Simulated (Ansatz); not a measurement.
**Convergence study of MgO**

Which SCF settings change the result for MgO, and which only the effort? The default run comes first. We look at MgO: its experimental structure (space group Fm-3m), with 2 atoms per cell. Source: COD entry 9000499.

Computed with Ansatz 0.2.0 (DFT PBE, PAW, plane waves, scalar-relativistic, unless a step's input says otherwise).

## 1. Starting point

It takes space group Fm-3m (No. 225, cubic). Conventional cell: a = 4.208 Å, b = 4.208 Å, c = 4.208 Å, α = 90.00°, β = 90.00°, γ = 90.00°. Mg (site symmetry m-3m) has 6 O at 2.10 Å as nearest neighbours. O (site symmetry m-3m) is surrounded by 6 Mg at 2.10 Å.

Coordinates:

```cif
data_structure
_symmetry_space_group_name_H-M 'P 1'
_symmetry_Int_Tables_number 1
_cell_length_a 2.9755
_cell_length_b 2.9755
_cell_length_c 2.9755
_cell_angle_alpha 60.000
_cell_angle_beta 60.000
_cell_angle_gamma 60.000
_cell_volume 18.63
loop_
_atom_site_label
_atom_site_type_symbol
_atom_site_fract_x
_atom_site_fract_y
_atom_site_fract_z
_atom_site_occupancy
Mg1 Mg 0.00000 0.00000 0.00000 1
O1 O 0.50000 0.50000 0.50000 1
```

Labels such as O2 number the atoms in the order of the input file.

Changes shown after the default run: Methfessel–Paxton smearing, width 0.05 eV; Broyden, β 0.7, history 16, no preconditioner; k-point mesh 5x5x5; fixed occupations; cutoff 180 eV; 1 band beyond the filled ones; density-residual threshold 1e-11 eV; linear mixing, β 0.2, Kerker; MSR1 mixing, preconditioner Resta.

The search for lower states is off throughout, and inputs that name a mixer don't switch to direct minimisation unless they say so. Spin polarisation is off.

## 2. Default SCF settings

Contents of input.yaml:

```yaml
crystal:
  lattice:
    - [0.0, 2.104, 2.104]
    - [2.104, 0.0, 2.104]
    - [2.104, 2.104, 0.0]
  atoms:
    - { symbol: Mg, position: [0.0, 0.0, 0.0] }
    - { symbol: O, position: [0.5, 0.5, 0.5] }
hamiltonian:
  xc: pbe
  pseudopotentials: { kind: paw }
basis:
  ecutwfc: 420
kpoints:
  mp_grid: { grid: [9, 9, 9] }
scf:
  occupations: { method: fermi_dirac, width: 0.05 }
  lower_state_search: "off"
output:
  forces: true
  stress: true
```

Launch:

```
> ansatz run input.yaml --threads 2 --pin off --max-ram 5120MiB --backend cpu --events-out ev --progress --plain --runs-dir out
```

The runs that follow: Methfessel–Paxton smearing, width 0.05 eV; Broyden, β 0.7, history 16, no preconditioner; K-point mesh 5x5x5; Fixed occupations; Cutoff 180 eV; 1 band beyond the filled ones; Density-residual threshold 1e-11 eV; Linear mixing, β 0.2, Kerker; MSR1 mixing, preconditioner Resta.

Q: What does this run give, and which of the planned changes alter effort or result? Wanted: largest shift of the free energy by occupations, cutoff, mesh or field.

**Answer**, as computed:

| quantity | value |
| --- | --- |
| default run | 6 iterations, with a gap of 4.77 eV on the k-mesh |
| fewest iterations to that state among the runs shown | 5 (Broyden, β 0.7, history 16, no preconditioner) |
| most iterations to it | 16 (linear mixing, β 0.2, Kerker) |
| runs that end in another state, among changes of path alone | 0 |
| largest shift of the free energy by occupations, cutoff, mesh or field | +6931 meV/atom (cutoff 180 eV) |

5 runs solve the same problem and reach the default's state, in 5 to 16 iterations: there the settings change the path, not the answer. Occupations, cutoff, mesh and fields change the problem that is solved, not just the path; the largest shift here is that of “cutoff 180 eV”. Other settings tried on this cell gave no result: linear mixing, β 0.7, no preconditioner (not converged after 70 iterations, diverges). Counts include iterations that the program adds to test a close, so a difference of one or two ranks nothing. The starting density is a sum of atomic densities corrected by a trained network, so it is already close to self-consistency.
